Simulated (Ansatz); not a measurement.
**C₃H₆Si: how energies converge with the basis set**

Aim: see how fast density functionals converge with the basis set for C₃H₆Si.

Method: one geometry, several basis sets; program: Ansatz 0.2.0, Gaussian basis.

Plan: PBE0-D4/def2-SVP; ωB97M-V/def2-SVP; PBE0-D4/def2-QZVPP; ωB97M-V/def2-QZVPP; the functionals' def2-TZVPP values are taken from earlier runs.

## Step 1: The relaxed structure

An earlier PBE0-D4 in a triple-zeta def2 set relaxation fixed the geometry.

10 atoms, charge 0, spin multiplicity 1.

Atoms are counted from 1 here; the program's logs count them from 0.

Bond lengths: Si1–C2 1.869 Å, Si1–H5 1.491 Å, Si1–H6 1.491 Å, Si1–H7 1.489 Å, C2–C3 1.515 Å, C2–C4 1.515 Å, C2–H8 1.095 Å, C3–C4 1.283 Å, C3–H9 1.076 Å, C4–H10 1.076 Å. Angles: C2–Si1–H5 111.3°, C2–Si1–H6 111.3°, C2–Si1–H7 109.1°, H5–Si1–H6 107.4°, H5–Si1–H7 108.8°, H6–Si1–H7 108.8°, Si1–C2–C3 121.9°, Si1–C2–C4 121.9°, Si1–C2–H8 114.8°, C3–C2–C4 50.1°, C3–C2–H8 116.5°, C4–C2–H8 116.5°, C2–C3–C4 65.0°, C2–C3–H9 144.5°, C4–C3–H9 150.6°, C2–C4–C3 65.0°, C2–C4–H10 144.5°, C3–C4–H10 150.6°.

## Step 2: PBE0-D4 in def2-SVP

in.yaml

```yaml
crystal:
  periodic: [false, false, false]
  atoms:
    - {symbol: Si, position_ang: [-1.146050, 0.586020, -0.665489]}
    - {symbol: C, position_ang: [-0.022183, -0.605349, 0.235718]}
    - {symbol: C, position_ang: [1.480638, -0.586110, 0.046317]}
    - {symbol: C, position_ang: [1.068981, -0.124656, 1.170040]}
    - {symbol: H, position_ang: [-1.607616, 0.018420, -1.964140]}
    - {symbol: H, position_ang: [-2.360038, 0.900932, 0.139997]}
    - {symbol: H, position_ang: [-0.405574, 1.850211, -0.930092]}
    - {symbol: H, position_ang: [-0.473707, -1.575439, 0.468638]}
    - {symbol: H, position_ang: [2.280979, -0.825504, -0.632009]}
    - {symbol: H, position_ang: [1.267670, 0.310373, 2.134018]}
basis:
  gaussian: {orbitals: def2-SVP}
hamiltonian: {xc: pbe0, dispersion: d4}
output: {orbitals: {seedname: orbitals}}
```

Command:

```
ansatz run in.yaml --threads 2 --pin off --events-out ev --progress --plain --max-ram 4352MiB
```

The runs that follow: ωB97M-V in def2-SVP; PBE0-D4 in def2-QZVPP; ωB97M-V in def2-QZVPP.

Before running them: what should the planned runs give, taken together? Wanted: PBE0-D4: double and triple zeta above quadruple; ωB97M-V: double and triple zeta above quadruple.

The runs gave:

| quantity | value |
| --- | --- |
| PBE0-D4: double and triple zeta above quadruple | 6.62, 0.45 eV |
| ωB97M-V: double and triple zeta above quadruple | 6.80, 0.41 eV |

What this shows: PBE0-D4 gains 6.17 eV from double to triple zeta, then 0.45 eV more. Total energies overstate the basis error of differences, where much of it tends to cancel. The LUMO of ωB97M-V is positive and keeps falling with the basis (2.14 to 1.56 eV): an unbound level that the basis holds in place.
